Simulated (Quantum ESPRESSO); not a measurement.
A calculation with Quantum ESPRESSO 7.5 of Na4IrOs (ASE script, Cartesian positions):

Contents of run.py:

```python
import numpy as np
from ase.calculators.espresso import Espresso, EspressoProfile
from ase.io import read

atoms = read('Na4IrOs.xyz')

input_data = {
    'control': {'calculation': 'scf', 'prefix': 'pwscf', 'outdir': './tmp', 'tprnfor': True, 'tstress': True, 'disk_io': 'nowf'},
    'system': {'ecutwfc': 55.0, 'ecutrho': 440.0, 'nbnd': 45, 'occupations': 'smearing', 'smearing': 'fd', 'degauss': 0.00367493},
    'electrons': {'conv_thr': 1.2e-09, 'electron_maxstep': 120, 'mixing_beta': 0.5},
}
pseudopotentials = {'Ir': 'Ir_pbe_v1.2.uspp.F.UPF', 'Os': 'Os_pbe_v1.2.uspp.F.UPF', 'Na': 'na_pbe_v1.5.uspp.F.UPF'}
profile = EspressoProfile(command='pw.x', pseudo_dir='pseudo')
dft = Espresso(profile=profile, input_data=input_data, pseudopotentials=pseudopotentials, kpts=(6, 6, 6), koffset=(0, 0, 0))
atoms.calc = dft

print(f'energy {atoms.get_potential_energy():.8f} eV')
print('forces (eV/A)')
print(np.round(atoms.get_forces(), 6))
print('stress (eV/A^3, Voigt)')
print(np.round(atoms.get_stress(), 8))
print(f'Fermi level {dft.get_fermi_level():.4f} eV')
```

File Na4IrOs.xyz:

```xyz
6
Lattice="0.0000000000 3.9347240700 3.9347240700 3.9347240700 0.0000000000 3.9347240700 3.9347240700 3.9347240700 0.0000000000" Properties=species:S:1:pos:R:3 pbc="T T T"
Na     4.9185993055      2.9508488739      2.9508488739
Na     2.9508488739      2.9508488739      4.9185993055
Na     4.9185993055      4.9185993055      4.9185993055
Na     2.9508488739      4.9185993055      2.9508488739
Os     0.0000000000      0.0000000000      0.0000000000
Ir     1.9673620350      1.9673620350      1.9673620350
```

Potentials or basis: SSSP 1.3 efficiency PBE.

Command:

```sh
$ OMP_NUM_THREADS=1 python run.py
```

The cell was built by a generator and needn't be a form met in nature.

Q: Write the same calculation in another form: native input, structure typed inline.

A: As run:

The input pw.in:

```
&CONTROL
  calculation = 'scf'
  prefix = 'pwscf'
  outdir = './tmp'
  pseudo_dir = './pseudo'
  tprnfor = .true.
  tstress = .true.
  disk_io = 'low'
/
&SYSTEM
  ibrav = 0
  nat = 6
  ntyp = 3
  ecutwfc = 55
  ecutrho = 440
  nbnd = 45
  occupations = 'smearing'
  smearing = 'fd'
  degauss = 0.00367493
/
&ELECTRONS
  conv_thr = 1.2d-09
  electron_maxstep = 120
  mixing_beta = 0.5
/
ATOMIC_SPECIES
Na    22.9898 na_pbe_v1.5.uspp.F.UPF
Os   190.2300 Os_pbe_v1.2.uspp.F.UPF
Ir   192.2170 Ir_pbe_v1.2.uspp.F.UPF
CELL_PARAMETERS angstrom
   0.0000000000    3.9347240700    3.9347240700
   3.9347240700    0.0000000000    3.9347240700
   3.9347240700    3.9347240700    0.0000000000
ATOMIC_POSITIONS crystal
Na     0.1249259700    0.6250246800    0.6250246800
Na     0.6250246800    0.6250246800    0.1249259700
Na     0.6250246800    0.6250246800    0.6250246800
Na     0.6250246800    0.1249259700    0.6250246800
Os     0.0000000000    0.0000000000    0.0000000000
Ir     0.2500000000    0.2500000000    0.2500000000
K_POINTS automatic
6 6 6 0 0 0
```

File pp_density.in:

```
&INPUTPP
  prefix = 'pwscf'
  outdir = './tmp'
  filplot = 'density.dat'
  plot_num = 0
/
&PLOT
  nfile = 1
  filepp(1) = 'density.dat'
  iflag = 3
  output_format = 6
  fileout = 'density.cube'
/
```

File pp_potential.in:

```
&INPUTPP
  prefix = 'pwscf'
  outdir = './tmp'
  filplot = 'potential.dat'
  plot_num = 11
/
&PLOT
  nfile = 1
  filepp(1) = 'potential.dat'
  iflag = 3
  output_format = 6
  fileout = 'potential.cube'
/
```

Potentials or basis: SSSP 1.3 efficiency PBE.

Launch:

```console
$ OMP_NUM_THREADS=1 pw.x -in pw.in > pw.out
$ OMP_NUM_THREADS=1 pp.x -in pp_density.in > pp_density.out
$ OMP_NUM_THREADS=1 pp.x -in pp_potential.in > pp_potential.out
```

Both were run:

|  | ASE script, Cartesian positions | native input, structure typed inline |
| --- | --- | --- |
| Pressure | -5.1 GPa | -5.1 GPa |
| Largest force | 0.026 eV/Å | 0.026 eV/Å |
| Band gap on the k mesh | none (metal or under the smearing width) | none (metal or under the smearing width) |

Keys that steer only the numerical path or the files written may differ.
